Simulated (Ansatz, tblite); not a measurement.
# SiBr2H2 (SiH2Br2): a ladder of methods and basis sets

How do method and basis change the picture of SiBr2H2 (SiH2Br2) (singlet)?

Program: Ansatz 0.2.0, Gaussian basis. Level of theory: as each input shows. These are calculated values, not measurements.

Plan: GFN1-xTB, GFN2-xTB, PBE-D4/def2-TZVP, r2SCAN-D4/def2-TZVP, ωB97M-V/def2-TZVP, HSE06-D4/def2-TZVP, B2PLYP/def2-TZVP, PBE-QIDH/def2-TZVP, r2SCANh-D4/def2-TZVP, r2SCAN0-D4/def2-TZVP, ωB97X-V/def2-TZVP, PBE-D4/def2-SVP, PBE0-D4/def2-SVP, HF/STO-3G, CCSD(T)/def2-TZVPP, MP2/def2-TZVP, RPA/def2-TZVP.

### 1 The structure

The geometry is that of the singlet, from an earlier relaxation (PBE-D4/def2-TZVP).

5 atoms, charge 0, spin multiplicity 1.

Bond lengths: Si1–Br2 2.224 Å, Si1–Br3 2.224 Å, Si1–H4 1.487 Å, Si1–H5 1.487 Å. Angles: Br2–Si1–Br3 111.0°, Br2–Si1–H4 108.3°, Br2–Si1–H5 108.3°, Br3–Si1–H4 108.3°, Br3–Si1–H5 108.3°, H4–Si1–H5 112.6°.

Geometry (Å):

| atom | x (Å) | y (Å) | z (Å) |
| --- | --- | --- | --- |
| Si1 | -0.1426 | 0.0005 | -0.0998 |
| Br2 | -0.1618 | -0.0221 | 2.1245 |
| Br3 | 1.9412 | 0.0153 | -0.8782 |
| H4 | -0.8224 | 1.2396 | -0.5607 |
| H5 | -0.8144 | -1.2333 | -0.5858 |

PBE0-D4/def2-TZVP was run before; its log isn't repeated, and its numbers join the tables.

### 2 GFN1-xTB

Tight binding, by tblite at 300 K electronic temperature and without a spin-polarisation term:

```python
tblite.interface.Calculator('GFN1-xTB', numbers, positions, charge=0, uhf=0).singlepoint()
```

Energy -294.3804 eV, HOMO -11.97 eV, LUMO -5.63 eV; 0.05 s.

### 3 GFN2-xTB

Tight binding, by tblite at 300 K electronic temperature and without a spin-polarisation term:

```python
tblite.interface.Calculator('GFN2-xTB', numbers, positions, charge=0, uhf=0).singlepoint()
```

Energy -299.5336 eV, HOMO -12.02 eV, LUMO -6.54 eV; 0.005 s.

### 4 PBE-D4/def2-TZVP

start.molden holds the orbitals of an earlier run on this state, given as this run's starting guess.

in.yaml reads:

```yaml
crystal:
  periodic: [false, false, false]
  atoms:
    - {symbol: Si, position_ang: [-0.142569, 0.000548, -0.099806]}
    - {symbol: Br, position_ang: [-0.161850, -0.022118, 2.124475]}
    - {symbol: Br, position_ang: [1.941212, 0.015269, -0.878201]}
    - {symbol: H, position_ang: [-0.822438, 1.239628, -0.560667]}
    - {symbol: H, position_ang: [-0.814354, -1.233327, -0.585801]}
basis:
  gaussian: {orbitals: def2-TZVP, initial_orbitals: start.molden}
hamiltonian: {xc: pbe, dispersion: d4}
scf: {omitted_lower_state_checks: [starts]}
output: {forces: true, orbitals: {seedname: orbitals}}
```

On the command line:

```console
> ansatz run in.yaml --threads 4 --pin off --events-out ev --progress --plain --max-ram 3916MiB
```

After this run come: r2SCAN-D4/def2-TZVP; ωB97M-V/def2-TZVP; HSE06-D4/def2-TZVP; B2PLYP/def2-TZVP; PBE-QIDH/def2-TZVP; r2SCANh-D4/def2-TZVP; r2SCAN0-D4/def2-TZVP; ωB97X-V/def2-TZVP; PBE-D4/def2-SVP; PBE0-D4/def2-SVP; HF/STO-3G; CCSD(T)/def2-TZVPP; MP2/def2-TZVP; RPA/def2-TZVP.

Before running them: what should the planned runs give, taken together? Wanted: gap in def2-TZVP, named functionals, smallest and largest; correlation energy, CCSD(T)/def2-TZVPP; correlation energy, MP2/def2-TZVP; binding an atom, CCSD(T)/def2-TZVPP; PBE0 total energy, smallest basis above largest.

The runs gave:

| quantity | value |
| --- | --- |
| gap in def2-TZVP, named functionals, smallest and largest | 5.70 eV (PBE-D4), 12.36 eV (ωB97X-V) |
| correlation energy, CCSD(T)/def2-TZVPP | -19.56 eV |
| correlation energy, MP2/def2-TZVP | -18.06 eV |
| binding an atom, CCSD(T)/def2-TZVPP | 2.756 eV |
| PBE0 total energy, smallest basis above largest | 19.87 eV (def2-SVP, def2-TZVP) |

**Reading.** Orbital gaps of the named functionals in def2-TZVP span 5.70 eV (PBE-D4) to 12.36 eV (ωB97X-V); exact exchange widens it. A small miss in a minimal or small basis is a cancelling of errors, not accuracy. The functionals in def2-TZVP miss CCSD(T)/def2-TZVPP by +0.056 (PBE0-D4) to +0.098 eV (r2SCAN-D4) an atom. CCSD(T)/def2-TZVPP isn't at the basis-set limit; small misses against it rank nothing.
